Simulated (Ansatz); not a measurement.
**C3H9B: small, medium and large basis sets**

One table from this session's results is given with a row withheld; the runs are named, their logs left out.

The runs use Ansatz 0.2.0, Gaussian basis; one geometry, several basis sets.

Plan: PBE0-D4/def2-SVP; ωB97M-V/def2-SVP; PBE0-D4/def2-QZVPP; ωB97M-V/def2-QZVPP; the functionals' def2-TZVPP values are taken from earlier runs.

## The geometry

The geometry comes from an earlier relaxation with PBE0-D4 in a triple-zeta def2 set; it is a stationary point, not always the lowest conformer.

SMILES `CBCC`, 13 atoms, charge 0, spin multiplicity 1.

Atoms are counted from 1 here; the program's logs count them from 0.

Bond lengths: C1–B2 1.558 Å, C1–H5 1.101 Å, C1–H6 1.094 Å, C1–H7 1.092 Å, B2–C3 1.561 Å, B2–H8 1.205 Å, C3–C4 1.522 Å, C3–H9 1.102 Å, C3–H10 1.101 Å, C4–H11 1.093 Å, C4–H12 1.093 Å, C4–H13 1.093 Å. Angles: B2–C1–H5 106.0°, B2–C1–H6 112.7°, B2–C1–H7 115.8°, H5–C1–H6 104.7°, H5–C1–H7 107.2°, H6–C1–H7 109.7°, C1–B2–C3 125.2°, C1–B2–H8 117.9°, C3–B2–H8 116.8°, B2–C3–C4 118.8°, B2–C3–H9 106.1°, B2–C3–H10 106.8°, C4–C3–H9 110.7°, C4–C3–H10 110.8°, H9–C3–H10 102.4°, C3–C4–H11 111.4°, C3–C4–H12 112.0°, C3–C4–H13 111.4° and more.

The first run:

in.yaml

```yaml
crystal:
  periodic: [false, false, false]
  atoms:
    - {symbol: C, position_ang: [-0.939617, 1.209442, 0.842844]}
    - {symbol: B, position_ang: [0.521793, 0.698460, 0.672182]}
    - {symbol: C, position_ang: [0.958166, -0.497250, -0.231728]}
    - {symbol: C, position_ang: [-0.108276, -1.258899, -1.005508]}
    - {symbol: H, position_ang: [-1.009135, 2.135488, 0.250536]}
    - {symbol: H, position_ang: [-1.161599, 1.518147, 1.868280]}
    - {symbol: H, position_ang: [-1.721887, 0.538107, 0.483689]}
    - {symbol: H, position_ang: [1.397625, 1.288657, 1.252231]}
    - {symbol: H, position_ang: [1.528705, -1.179439, 0.418341]}
    - {symbol: H, position_ang: [1.735109, -0.114404, -0.911010]}
    - {symbol: H, position_ang: [-0.847385, -1.703282, -0.333768]}
    - {symbol: H, position_ang: [0.318304, -2.068967, -1.602305]}
    - {symbol: H, position_ang: [-0.651304, -0.600762, -1.688984]}
basis:
  gaussian: {orbitals: def2-SVP}
hamiltonian: {xc: pbe0, dispersion: d4}
output: {orbitals: {seedname: orbitals}}
```

Among the steps run: PBE0-D4 in def2-SVP; ωB97M-V in def2-SVP; PBE0-D4 in def2-QZVPP; ωB97M-V in def2-QZVPP.

One of the session's tables, all rows but one given; the rest of the session is left out.

It belongs to the step «Functionals by basis». 

```
functional       basis  HOMO (eV)
   PBE0-D4    def2-SVP      -8.34
   PBE0-D4  def2-TZVPP      -8.38
   PBE0-D4  def2-QZVPP      -8.39
   ωB97M-V    def2-SVP          ?
   ωB97M-V  def2-TZVPP     -10.70
   ωB97M-V  def2-QZVPP     -10.70
```

Q: Estimate the row for ωB97M-V, def2-SVP from the others.

**Answer.** HOMO (eV): -10.64. In the column «HOMO (eV)» it lies between ωB97M-V, def2-QZVPP (-10.70) and PBE0-D4, def2-QZVPP (-8.39).
